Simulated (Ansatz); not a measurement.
# YP2Pd2: the cost of one run

All numbers are computed with the Python package of Ansatz 0.2.0. Level of theory: DFT PBEsol, plane waves, PAW.

### Step 1. The structure

Symmetry: I4/mmm, No. 139, tetragonal system. The conventional cell has a = 4.085 Å, b = 4.085 Å, c = 9.857 Å, α = 90.00°, β = 90.00°, γ = 90.00°. Y (site symmetry 4/mmm) has 8 P at 3.09 Å and 8 Pd at 3.20 Å as nearest neighbours. Around P (site symmetry 4mm) lie 1 P at 2.18 Å and 4 Pd at 2.46 Å and 4 Y at 3.09 Å. Pd (site symmetry -4m2) is surrounded by 4 P at 2.46 Å.

No structure file is read: the coordinates are typed or built in the script.

### Step 2. The script

eos.py

```python
"""Energy against volume for YP2Pd2, with a fit."""

import ansatz as az
import numpy as np
from pymatgen.analysis.eos import EOS

VECTORS = np.array([
    [-2.04274424, 2.04274424, 4.92852581],
    [2.04274424, -2.04274424, 4.92852581],
    [2.04274424, 2.04274424, -4.92852581],
])
SITES = [
    ("Y", (0.0, 0.0, 0.0)),
    ("P", (0.38943946, 0.38943946, 0.0)),
    ("P", (0.61056054, 0.61056054, 0.0)),
    ("Pd", (0.75, 0.25, 0.5)),
    ("Pd", (0.25, 0.75, 0.5)),
]


def build(cell):
    crystal = az.Crystal(lattice=az.Lattice.of(cell))
    for symbol, position in SITES:
        crystal = crystal.atom(symbol, position)
    return crystal


def main() -> None:
    # uniform scaling of the cell
    volumes, energies, pressures = [], [], []
    for scale in np.linspace(0.95, 1.07, 5):
        cell = VECTORS * scale ** (1 / 3)
        calc = (
            build(cell).calculation()
            .functional("pbesol")
            .basis(550)
            .occupations(az.OccupationsMethod.COLD)
            .kpoints(9, 9, 9)
            .stress()
        )
        r = calc.run(threads=1).report
        volumes.append(abs(np.linalg.det(cell)) / len(SITES))
        energies.append(r["free_energy_ev"] / len(SITES))
        pressures.append(np.trace(r["stress_gpa"]) / 3)
        print(f"V = {volumes[-1]:8.4f} A^3/atom  F = {energies[-1]:.5f} eV/atom  P = {pressures[-1]:8.3f} GPa")

    for form in ["vinet"]:
        fit = EOS(eos_name=form).fit(volumes, energies)
        print(f"{form:18s} V0 {fit.v0:8.4f} A^3/atom  B0 {fit.b0_GPa:7.1f} GPa  B1 {fit.b1:5.2f}")


if __name__ == "__main__":
    main()
```

### Step 3. Launch

Command:

```console
$ python eos.py
```

What time and memory should one allow on 1 thread of Arm Neoverse V2, shared host?

About 66 s, with a peak of 0.69 GiB.
